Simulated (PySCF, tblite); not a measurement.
# C₁₁H₁₀: infrared bands and NMR shifts

What infrared bands and NMR shifts should C₁₁H₁₀ (`C#Cc1cccc(CC=C)c1`) show?

The runs use tblite 0.8.0 and PySCF 2.14.0, with density-fitted response routines of our own; the level of theory stands in each step. All values are computed, except where a source is named. Atoms are numbered from 0 throughout.

**1. The starting structure**

21 atoms, charge 0, multiplicity 1; geometry from: GFN2-xTB.

Bonds of the start (Å): C0–C1 1.20, C1–C2 1.42, C2–C3 1.39, C3–C4 1.38, C4–C5 1.38, C5–C6 1.39, C6–C7 1.51, C7–C8 1.50, C8–C9 1.32, C6–C10 1.39, C10–C2 1.39, C0–H11 1.05, C3–H12 1.08, C4–H13 1.08, C5–H14 1.08, C7–H15 1.09, C7–H16 1.09, C8–H17 1.08, C9–H18 1.08, C9–H19 1.08, C10–H20 1.08.

**2. Harmonic vibrations with GFN2-xTB**

What the job is given:

```
{"job": {"kind": "ir", "xc": "GFN2-xTB", "basis": "xTB"}, "charge": 0, "multiplicity": 1}
C      4.313462    -0.049613     1.379777
C      3.272668     0.022453     0.785736
C      2.043630     0.098510     0.085783
C      1.970390     0.763592    -1.136959
C      0.764819     0.823961    -1.810019
C     -0.364794     0.226978    -1.277315
C     -0.304508    -0.443319    -0.060550
C     -1.548446    -1.054971     0.527648
C     -2.360108     0.009520     1.205255
C     -3.605730     0.312085     0.893979
C      0.901967    -0.499398     0.617524
H      5.224273    -0.112517     1.896941
H      2.856748     1.225884    -1.546137
H      0.704893     1.340723    -2.756961
H     -1.304910     0.280403    -1.806831
H     -2.143185    -1.528924    -0.255408
H     -1.269262    -1.814023     1.263627
H     -1.841275     0.550264     1.986353
H     -4.139857    -0.210627     0.116767
H     -4.150157     1.087437     1.405976
H      0.970462    -1.011478     1.567261
```

**Question.** This job is followed by: GIAO PBE0/pcSseg-1 NMR shielding, non-relativistic, gas phase. Predict these results of the whole session: strongest single infrared mode (GFN2-xTB); zero-point energy (GFN2-xTB); ¹³C shifts against TMS (PBE0/pcSseg-1); ¹H shifts against TMS (PBE0/pcSseg-1, means over atoms taken as alike).

The runs gave:

| quantity | value |
| --- | --- |
| strongest single infrared mode (GFN2-xTB) | 3122 cm⁻¹, 55 km/mol |
| zero-point energy (GFN2-xTB) | 104.1 kcal/mol |
| ¹³C shifts against TMS (PBE0/pcSseg-1) | 149.4, 146.6, 139.1, 137.3, 135.7, 134.2, 127.1, 119.2, 89.4, 86.9, 47.6 ppm |
| ¹H shifts against TMS (PBE0/pcSseg-1, means over atoms taken as alike) | 7.73, 7.71, 7.60, 7.47, 6.06, 5.46, 5.16, 3.39, 2.79 ppm |

What this shows: All 57 modes are real, so the xTB geometry is a minimum. The strongest single mode, at 3122 cm⁻¹, moves mainly H19. Unscaled tight-binding wavenumbers are off by several per cent, some by more. Its intensities can rank the bands wrongly. At PBE0/pcSseg-1: Shielding is most anisotropic at C1 (span 310 ppm, paramagnetic term -147 ppm). NICS(1)zz of -27 ppm above the planar ring from C2 marks a diatropic (aromatic) ring current.
